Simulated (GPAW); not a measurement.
# NbTe (P-6m2) in GPAW: convergence with k mesh

Aim: find how far k mesh must go before the results for NbTe settle, at PBE. This setting moves, with any that are tied to it; all else stays.

Program: GPAW 26.7.0. These are calculated values, not measurements. Logs are shortened: lines on timing, memory, paths and dates and some standing lists are left out, and cuts for length are marked. The log counts tension as positive stress, the text compression.

## (1) The structure

Symmetry: P-6m2, No. 187, hexagonal system. Conventional cell: a = 3.703 Å, b = 3.703 Å, c = 3.694 Å, α = 90.00°, β = 90.00°, γ = 120.00°. Around Te (site symmetry -6m2) lie 6 Nb at 2.83 Å. Nb (site symmetry -6m2) has 6 Te at 2.83 Å as nearest neighbours.

The cell comes from a database or a generator and needn't be the stable form of this composition.

## (2) With k mesh 2 × 2 × 2

Input file run.py:

```python
from ase.dft.bandgap import bandgap
from ase.io import read, write
from ase.units import GPa
from gpaw import GPAW, PW

atoms = read('NbTe.xyz')

calc = GPAW(mode=PW(600),
            xc='PBE',
            kpts={'size': (2, 2, 2), 'gamma': True},
            occupations={'name': 'fermi-dirac', 'width': 0.05},
            nbands=20,
            convergence={'density': 1e-05, 'energy': 1e-05},
            maxiter=100,
            txt='gpaw.txt')
atoms.calc = calc
energy = atoms.get_potential_energy()
forces = atoms.get_forces()
stress = atoms.get_stress()
calc.write('gs.gpw')
write('result.traj', atoms)
print(f'Energy: {energy:.6f} eV')
print('Forces (eV/A):')
print(forces.round(4))
print('Stress (GPa):', (stress / GPa).round(3))
print('Fermi level:', round(calc.get_fermi_level(), 4), 'eV')
print(f'Gap: {bandgap(calc)[0]:.4f} eV, direct: {bandgap(calc, direct=True)[0]:.4f} eV')
```

Input file NbTe.xyz:

```xyz
2
Lattice="3.7029743866 0.0000000000 0.0000000000 -1.8514871933 3.2068698884 0.0000000000 0.0000000000 0.0000000000 3.6942110000" Properties=species:S:1:pos:R:3 pbc="T T T"
Te     1.8514871935      1.0689566294      0.0000000000
Nb     0.0000000000      0.0000000000      1.8471055000
```

Potentials or basis: GPAW PAW data sets (gpaw-data 1.2.1), pw.

On the command line:

```
OMP_NUM_THREADS=1 python run.py
```

gpaw.txt:

```text
__  _  _
 | _ |_)|_||  |
 |__||  | ||/\| - 26.7.0

Input parameters:
  mode=PW(ecut=600.0),
  convergence={'density': 1e-05, 'energy': 1e-05},
  kpts=MonkhorstPack(size=(2, 2, 2), gamma=True),
  maxiter=100,
  nbands=20,
  occupations=Occupations(name='fermi-dirac', width=0.05),
  xc=XC(name='PBE')

Diagonalizing LCAO Hamiltonian
Converting LCAO to pw mode

       Nb

            Te

Atoms  # Å, Bohr magnetons
|   | symbol |        x |        y |        z |    initial magnetic moments |
|---|--------|----------|----------|----------|-----------------------------|
| 0 |     Te | 1.851487 | 1.068957 | 0.000000 | ( 0.0000,  0.0000,  0.0000) |
| 1 |     Nb | 0.000000 | 0.000000 | 1.847106 | ( 0.0000,  0.0000,  0.0000) |

Unit cell  # Å
| periodic |         x |        y |        z |  lengths |     angles |
|----------|-----------|----------|----------|----------|------------|
|      yes |  3.702974 | 0.000000 | 0.000000 | 3.702974 |  90.000000 |
|      yes | -1.851487 | 3.206870 | 0.000000 | 3.702974 |  90.000000 |
|      yes |  0.000000 | 0.000000 | 3.694211 | 3.694211 | 120.000000 |

Number of symmetries: 12
Symmetry operations  # r_c * U_cc + t_c -> r_c
|    | kind |            matrix            |
|----|------|------------------------------|
|  0 |  σ   |  1, 1, 0,  0,-1, 0,  0, 0, 1 |
|  1 |  C2  |  1, 1, 0,  0,-1, 0,  0, 0,-1 |
|  2 |  E   |  1, 0, 0,  0, 1, 0,  0, 0, 1 |
|  3 |  σ   |  1, 0, 0,  0, 1, 0,  0, 0,-1 |
|  4 |  C3  |  0, 1, 0, -1,-1, 0,  0, 0, 1 |
|  5 |  S3  |  0, 1, 0, -1,-1, 0,  0, 0,-1 |
|  6 |  σ   |  0,-1, 0, -1, 0, 0,  0, 0, 1 |
|  7 |  C2  |  0,-1, 0, -1, 0, 0,  0, 0,-1 |
|  8 |  σ   | -1, 0, 0,  1, 1, 0,  0, 0, 1 |
|  9 |  C2  | -1, 0, 0,  1, 1, 0,  0, 0,-1 |
| 10 |  C3  | -1,-1, 0,  1, 0, 0,  0, 0, 1 |
| 11 |  S3  | -1,-1, 0,  1, 0, 0,  0, 0,-1 |

BZ-sampling:
  Number of BZ points: 8
  Number of IBZ points: 4

  Monkhorst-Pack size: [2, 2, 2]
  Monkhorst-Pack shift: [0.25, 0.25, 0.25]

K-points  # in reciprocal-cell coordinates
|   |                                coordinates |     weight |
|---|--------------------------------------------|------------|
| 0 | (  0.00000000,   0.00000000,   0.00000000) | 0.12500000 |
| 1 | (  0.00000000,   0.00000000,   0.50000000) | 0.12500000 |
| 2 | (  0.50000000,   0.50000000,   0.00000000) | 0.37500000 |
| 3 | (  0.50000000,   0.50000000,   0.50000000) | 0.37500000 |

Plane wave coefficients: 1509
Cutoff: 600.0 eV

Spin-components: 1 (collinear spins)
Bands:           20
Projectors:      11
Spin-degeneracy: 2
Datatype:        complex128

Parallelization:
  kpt:    1
  domain: 1
  band:   1

Density:
  Valence electrons: 19.0
  Components: 1
  Grid points: [21 21 21]
  Charge: 0.0  # |e|

Potential:
  Grid points: [21 21 21]

species:
  Te:
    name:    Tellurium
    Z:       52.0
    valence: 6
    core:    46
    charge:  0.0  # [|e|]
    compensation charges:
      type: gauss
      rc: 0.36  # [Å]
      lmax: 2
    cutoffs:
      filter: 2.09  # [Å]
      core: 3.17  # [Å]
    projectors
    | kind |    occ | energy [eV] | rcut [Å] |
    |------|--------|-------------|----------|
    |   5s |  2.000 |     -15.089 |    1.180 |
    |   5p |  4.000 |      -5.955 |    1.196 |
    |    s |        |      12.123 |    1.180 |
    |    p |        |      21.256 |    1.196 |
    |    d |        |       0.000 |    1.238 |

    Using partial waves for Te as LCAO basis

  Nb:
    name:    Niobium
    Z:       41.0
    valence: 13
    core:    28
    charge:  0.0  # [|e|]
    compensation charges:
      type: gauss
      rc: 0.40  # [Å]
      lmax: 2
    cutoffs:
      filter: 2.35  # [Å]
      core: 1.51  # [Å]
    projectors
    | kind |    occ | energy [eV] | rcut [Å] |
    |------|--------|-------------|----------|
    |   4s |  2.000 |     -58.361 |    1.323 |
    |   5s |  1.000 |      -3.980 |    1.323 |
    |   4p |  6.000 |     -34.526 |    1.323 |
    |   5p |  0.000 |      -1.111 |    1.323 |
    |   4d |  4.000 |      -3.041 |    1.244 |
    |    d |        |      24.171 |    1.244 |

    Using partial waves for Nb as LCAO basis

Reference energy: -288696.831223  # eV

eigensolver:
  PPCG
  Converge bands: occupied
  niter=2

density mixing:
  MSR1-Mixer
  Pratt-step length: 0.05
  Maximum mixing coefficient: 0.75
  Old densities: 10
  SVD Regularization: 0.005
  Good broyden scale: 1.0
  Trust region scale: 1.0
  Backstep threshold: 4.0
  History deletion threshold: 6.0
  Fourier metric: weight=20.0, sigma=0.015

occupation numbers:
  Fermi-Dirac:
    width: 0.0500  # eV

poisson solver:
  ecut: 4800.0  # eV

xc functional:
  name: PBE with 2 nearest neighbor stencil

convergence criteria:
- Maximum integral of absolute [dens]ity change: 1e-05 electrons / valence electron
- Maximum [total energy] change in last 3 cyles: 1e-05 eV / valence electron
- Maximum integral of absolute [eigenst]ate change: 4e-08 eV^2 / valence electron
maximum number of iterations: 100

SCF iterations
|iter     | |      energy | eigst |  dens |
|---------|-|-------------|-------|-------|
|iter:   1| |  -13.892067 | +0.14 |       |
|iter:   2| |  -13.768624 | -2.25 | -1.09 |
|iter:   3| |  -13.400720 | -1.36 | -1.13 |
|iter:   4| |  -13.401085 | -3.30 | -1.65 |
|iter:   5| |  -13.401261 | -3.37 | -1.99 |
|iter:   6| |  -13.401311 | -4.63 | -2.68 |
|iter:   7| |  -13.401308c| -6.29 | -3.57 |
|iter:   8| |  -13.401309c| -7.77c| -4.20 |
|iter:   9| |  -13.401309c| -8.05c| -4.90 |
|iter:  10| |  -13.401309c| -8.81c| -5.89c|

Converged in 10 steps
Energy contributions relative to reference atoms: (reference = -288696.831223)

Energy contributions:
  Kinetic:          10.877250
  Coulomb:         -12.748485
  Zero:              0.048728
  External:          0.000000
  Xc:              -11.573877
  Entropy:          -0.009849
  Spinorbit:         0.000000
  ----------------------------
  Free energy:     -13.406233
  Extrapolated:    -13.401309

dipole moment: (-4.025878, -13.261524, -15.656976)  # |e|*Ang

Fermi level: 10.835
Eigenvalues  # (at kpt = [0.000, 0.000, 0.000])
| band index |      eig [eV] | occ [0-2] |
|------------|---------------|-----------|
|          0 |       -44.803 |     2.000 |
|          1 |       -20.975 |     2.000 |
|          2 |       -20.863 |     2.000 |
|          3 |       -20.863 |     2.000 |
|          4 |        -3.260 |     2.000 |
|          5 |         7.747 |     2.000 |
[... 9 lines left out ...]
|         15 |        18.014 |     0.000 |
|         16 |        18.015 |     0.000 |
|        ... |               |           |
|         19 |        23.916 |     0.000 |

No gap
No difference between direct/indirect transitions

Forces  # eV/Ang
|        x |       y |       z |
|----------|---------|---------|
| -0.00000 | 0.00000 | 0.00000 |  # Te   0
|  0.00000 | 0.00000 | 0.00000 |  # Nb   1

Stress tensor  # eV/Ang^3
|         x |        y |         z |
|-----------|----------|-----------|
|  0.000519 | 0.000000 |  0.000000 |
| -0.000000 | 0.000519 |  0.000000 |
|  0.000000 | 0.000000 | -0.023829 |

# Writing to gs.gpw (mode='')
```

stdout:

```text
Energy: -13.401309 eV
Forces (eV/A):
[[-0.  0.  0.]
 [ 0.  0.  0.]]
Stress (GPa): [ 0.083  0.083 -3.818  0.     0.     0.   ]
Fermi level: 10.8348 eV
Gap: 0.0000 eV, direct: 0.0000 eV
```

It took 4.1 s on 1 thread of Arm Neoverse V1, shared host; peak memory 0.14 GiB.

What came out:

- Free energy: -13.4062 eV
- Pressure: 1.2 GPa
- Band gap on the k mesh: none (metal or under the smearing width)

## (3) With k mesh 3 × 3 × 3

run.py: that of step 2 with these lines changed.

```diff
@@ -9,3 +9,3 @@
             xc='PBE',
-            kpts={'size': (2, 2, 2), 'gamma': True},
+            kpts={'size': (3, 3, 3), 'gamma': True},
             occupations={'name': 'fermi-dirac', 'width': 0.05},
```

NbTe.xyz is that of step 2.

Potentials or basis: GPAW PAW data sets (gpaw-data 1.2.1), pw.

On the command line:

```
OMP_NUM_THREADS=1 python run.py
```

Wall time 5.3 s (1 thread of Arm Neoverse V1, shared host); peak memory 0.14 GiB.

Results:

* Free energy: -13.6202 eV
* Pressure: 0.5 GPa
* Band gap on the k mesh: none (metal or under the smearing width)

## (4) With k mesh 4 × 4 × 3

run.py: that of step 3 with these lines changed.

```diff
@@ -9,3 +9,3 @@
             xc='PBE',
-            kpts={'size': (3, 3, 3), 'gamma': True},
+            kpts={'size': (4, 4, 3), 'gamma': True},
             occupations={'name': 'fermi-dirac', 'width': 0.05},
```

NbTe.xyz is that of step 3.

On the command line:

```
OMP_NUM_THREADS=1 python run.py
```

It took 6.3 s on 1 thread of Arm Neoverse V1, shared host; peak memory 0.14 GiB.

Results:

```yaml
Free_energy: -13.8163 eV
Pressure: -1.1 GPa
Band_gap_on_the_k_mesh: none (metal or under the smearing width)
```

## (5) With k mesh 4 × 4 × 4

run.py: that of step 4 with these lines changed.

```diff
@@ -9,3 +9,3 @@
             xc='PBE',
-            kpts={'size': (4, 4, 3), 'gamma': True},
+            kpts={'size': (4, 4, 4), 'gamma': True},
             occupations={'name': 'fermi-dirac', 'width': 0.05},
```

NbTe.xyz is that of step 4.

On the command line:

```
OMP_NUM_THREADS=1 python run.py
```

Wall time 8.2 s (1 thread of Arm Neoverse V1, shared host); peak memory 0.14 GiB.

It converged, with:

```
Free energy            : -13.8653 eV
Pressure               : -1.5 GPa
Band gap on the k mesh : none (metal or under the smearing width)
```

## (6) With k mesh 5 × 5 × 5

run.py: that of step 5 with these lines changed.

```diff
@@ -9,3 +9,3 @@
             xc='PBE',
-            kpts={'size': (4, 4, 4), 'gamma': True},
+            kpts={'size': (5, 5, 5), 'gamma': True},
             occupations={'name': 'fermi-dirac', 'width': 0.05},
```

NbTe.xyz is that of step 5.

Potentials or basis: GPAW PAW data sets (gpaw-data 1.2.1), pw.

On the command line:

```
OMP_NUM_THREADS=1 python run.py
```

Run time: 9.7 s. Hardware: 1 thread of Arm Neoverse V1, shared host; peak memory 0.14 GiB.

It converged, with:

```
Free energy            : -13.9129 eV
Pressure               : -1.7 GPa
Band gap on the k mesh : none (metal or under the smearing width)
```

## (7) With k mesh 6 × 6 × 6

run.py: that of step 6 with these lines changed.

```diff
@@ -9,3 +9,3 @@
             xc='PBE',
-            kpts={'size': (5, 5, 5), 'gamma': True},
+            kpts={'size': (6, 6, 6), 'gamma': True},
             occupations={'name': 'fermi-dirac', 'width': 0.05},
```

NbTe.xyz is that of step 6.

On the command line:

```
OMP_NUM_THREADS=1 python run.py
```

Run time: 16 s. Hardware: 1 thread of Arm Neoverse V1, shared host; peak memory 0.15 GiB.

Results (log left out):

```yaml
Free_energy: -13.8609 eV
Pressure: -1.4 GPa
Band_gap_on_the_k_mesh: none (metal or under the smearing width)
```

## (8) With k mesh 8 × 8 × 7

run.py: that of step 7 with these lines changed.

```diff
@@ -9,3 +9,3 @@
             xc='PBE',
-            kpts={'size': (6, 6, 6), 'gamma': True},
+            kpts={'size': (8, 8, 7), 'gamma': True},
             occupations={'name': 'fermi-dirac', 'width': 0.05},
```

NbTe.xyz is that of step 7.

On the command line:

```
OMP_NUM_THREADS=1 python run.py
```

Run time: 22 s. Hardware: 1 thread of Arm Neoverse V1, shared host; peak memory 0.16 GiB.

It converged, with:

- Free energy: -13.8766 eV
- Pressure: -1.5 GPa
- Band gap on the k mesh: none (metal or under the smearing width)

## (9) With k mesh 9 × 9 × 8

run.py: that of step 8 with these lines changed.

```diff
@@ -9,3 +9,3 @@
             xc='PBE',
-            kpts={'size': (8, 8, 7), 'gamma': True},
+            kpts={'size': (9, 9, 8), 'gamma': True},
             occupations={'name': 'fermi-dirac', 'width': 0.05},
```

NbTe.xyz is that of step 8.

Potentials or basis: GPAW PAW data sets (gpaw-data 1.2.1), pw.

On the command line:

```
OMP_NUM_THREADS=1 python run.py
```

It took 32 s on 1 thread of Arm Neoverse V1, shared host; peak memory 0.18 GiB.

Results (log left out):

- Free energy: -13.8737 eV
- Pressure: -1.5 GPa
- Band gap on the k mesh: none (metal or under the smearing width)

## (10) With k mesh 11 × 11 × 10

run.py: that of step 9 with these lines changed.

```diff
@@ -9,3 +9,3 @@
             xc='PBE',
-            kpts={'size': (9, 9, 8), 'gamma': True},
+            kpts={'size': (11, 11, 10), 'gamma': True},
             occupations={'name': 'fermi-dirac', 'width': 0.05},
```

NbTe.xyz is that of step 9.

On the command line:

```
OMP_NUM_THREADS=1 python run.py
```

Wall time 51 s (1 thread of Arm Neoverse V1, shared host); peak memory 0.21 GiB.

It converged, with:

```yaml
Free_energy: -13.8732 eV
Pressure: -1.5 GPa
Band_gap_on_the_k_mesh: none (metal or under the smearing width)
```

## (11) Summary

```
      k mesh  energy less the tightest run, at zero smearing (meV/atom)  pressure (GPa)  SCF cycles  CPU time (s)  peak memory (GiB)
   2 × 2 × 2                                                     232.62            1.22          10           4.1               0.14
   3 × 3 × 3                                                     128.78            0.47          10           5.3               0.14
   4 × 4 × 3                                                      29.91           -1.14          10           6.3               0.14
   4 × 4 × 4                                                       4.34           -1.52          10           8.2               0.14
   5 × 5 × 5                                                     -21.98           -1.73          10           9.7               0.14
   6 × 6 × 6                                                       6.87           -1.38          10            16               0.15
   8 × 8 × 7                                                      -2.15           -1.53          10            22               0.16
   9 × 9 × 8                                                      -0.74           -1.46          10            32               0.18
11 × 11 × 10                                                       0.00           -1.46          10            51               0.21
```

Against the tightest run, the energy stays within 1 meV/atom from 9 × 9 × 8 on; the pressure stays within 0.1 GPa from 6 × 6 × 6 on. Meshes of other sizes hit other points, so gaps and Fermi surfaces needn't settle smoothly. The tightest run that finished is the yardstick and may itself not be fully converged.
